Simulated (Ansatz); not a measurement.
# ZnS (P6_3mc): from the listed cell to zero pressure

Aim: the volume at which the pressure of ZnS (P6_3mc) vanishes.

Computed with Ansatz 0.2.0 (DFT r²SCAN and PBE (the runs whose input is shown use PBE), scalar-relativistic, plane waves, PAW).

## Step 1: The system as given

It takes space group P6_3mc (No. 186, hexagonal). Conventional cell: a = 3.811 Å, b = 3.811 Å, c = 6.234 Å, α = 90.00°, β = 90.00°, γ = 120.00°. Around Zn (site symmetry 3m) lie 4 S at 2.31 to 2.40 Å. S (site symmetry 3m) is surrounded by 4 Zn at 2.31 to 2.40 Å.

Coordinates:

```
Zn S
1.0
     3.81100    0.00000    0.00000
    -1.90550    3.30042    0.00000
     0.00000    0.00000    6.23400
Zn S
2 2
Direct
  0.33333 0.66667 0.00000
  0.66667 0.33333 0.50000
  0.33333 0.66667 0.38500
  0.66667 0.33333 0.88500
```

## Step 2: First run, at the start cell

input.yaml

```yaml
crystal:
  lattice:
    - [3.811, 0.0, 0.0]
    - [-1.9055, 3.3004228138, 0.0]
    - [0.0, 0.0, 6.234]
  atoms:
    - { symbol: Zn, position: [0.3333333333, 0.6666666667, 0.0] }
    - { symbol: Zn, position: [0.6666666667, 0.3333333333, 0.5] }
    - { symbol: S, position: [0.3333333333, 0.6666666667, 0.385] }
    - { symbol: S, position: [0.6666666667, 0.3333333333, 0.885] }
basis:
  ecutwfc: 420
  ecutrho_ratio: 4
kpoints:
  mp_grid: { grid: [6, 6, 4] }
hamiltonian:
  xc: pbe
scf:
  occupations: { method: gaussian, width: 0.05 }
output:
  forces: true
  stress: true
  eigenvalues: true
relax:
  f_tol: 0.03
  max_steps: 60
  cell: { stress_tol: 0.3 }
```

Started as:

```
ansatz run input.yaml --threads 1 --pin off --max-ram 2560MiB --backend cpu --events-out ev --progress --plain --runs-dir out
```

The runs that follow: Another level, run 2; Next volume, run 3; Volume adjusted, run 4.

**Question.** What will these runs give? Wanted: volume; pressure; conventional cell; gap on the mesh.

**Answer**, as computed:

| quantity | value |
| --- | --- |
| volume | 19.591 Å³/atom |
| pressure | 0.00 GPa |
| conventional cell | a = 3.808 Å, b = 3.808 Å, c = 6.240 Å, α = 90.00°, β = 90.00°, γ = 120.00° |
| gap on the mesh | 2.78 eV |

**Reading.** The volume went from 19.60 to 19.59 Å³/atom (-0.1 %), where 0.00 GPa is left.

The gaps are Kohn-Sham values of a semilocal functional, not quasiparticle or optical gaps. Such gaps usually fall short of the measured ones.
